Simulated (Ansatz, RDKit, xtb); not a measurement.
**C5H7FSSi: which of the isomers drawn lies lowest?**

A sample of isomers of C5H7FSSi is drawn. Aim: find which of them has the lowest free energy at 298.15 K, then its properties. The sample is small against all isomers, and the most stable one of this formula need not be in it.

The funnel: GFN2-xTB relaxations, single points with a density functional, relaxations at PBE-D3(BJ)/def2-SVP, harmonic vibrations (at GFN2-xTB), and a last energy at a higher level. All values are calculated.

### Step 1. Candidates

Isomers were taken from a list of plausible structures; this is a sample, not all of them. That gives 10 candidates.

```csv
label,SMILES,spin
c098,FC[C@@H]1[C@]23C[C@]12[Si@H]3S,singlet
c444,Fc1cscc1C[SiH3],singlet
c480,CSC1=CC=C(F)[SiH2]1,singlet
c499,Fc1ccc(C[SiH3])s1,singlet
c707,FC[Si@H]1[C@@]23C[C@@]12[C@@H]3S,singlet
c736,F[SiH2]Cc1ccsc1,singlet
c748,CSC1=CC(F)=C[SiH2]1,singlet
c817,C#CCSC(=C)[SiH2]F,singlet
c832,F[C@H]1[C@]23C[C@]12[C@@H]3S[SiH3],singlet
c866,FC[C@H]1[C@@]23[SiH2][C@@]12[C@H]3S,singlet
```

Candidates are built by distance geometry, with a force field where one applies, in up to four conformers (letters a to d).

**Question.** With final energies at CCSD(T)/def2-SVP + MP2/def2-TZVPP - MP2/def2-SVP, which structure will this search put lowest in free energy, and by what margin?

| quantity | value |
| --- | --- |
| lowest structure found | F[SiH2]Cc1ccsc1, singlet |
| next finalist | Fc1cscc1C[SiH3], singlet, 50.4 kcal/mol higher in G |
| share at equilibrium, among the finalists | 100.0 % |

`F[SiH2]Cc1ccsc1` comes out lowest. The margin of 50.4 kcal/mol over the next finalist is beyond the usual error of the last level; it says nothing of structures that weren't ranked. GFN2-xTB, HF/STO-3G, r2SCAN-D4/def2-SVP, PBE-D3(BJ)/def2-SVP, HF/def2-SVP and MP2/def2-SVP already put its bonding pattern lowest among the structures in one piece. One minimum inside the window was never screened. Lowest found is not proven lowest: the search is finite, and each finalist counts with one conformer. Only 10 drawn patterns were tried, so whole families of isomers are missing, and the result ranks this sample alone. The lowest isomer need not be the one that is made and kept in a bottle, which depends on barriers.
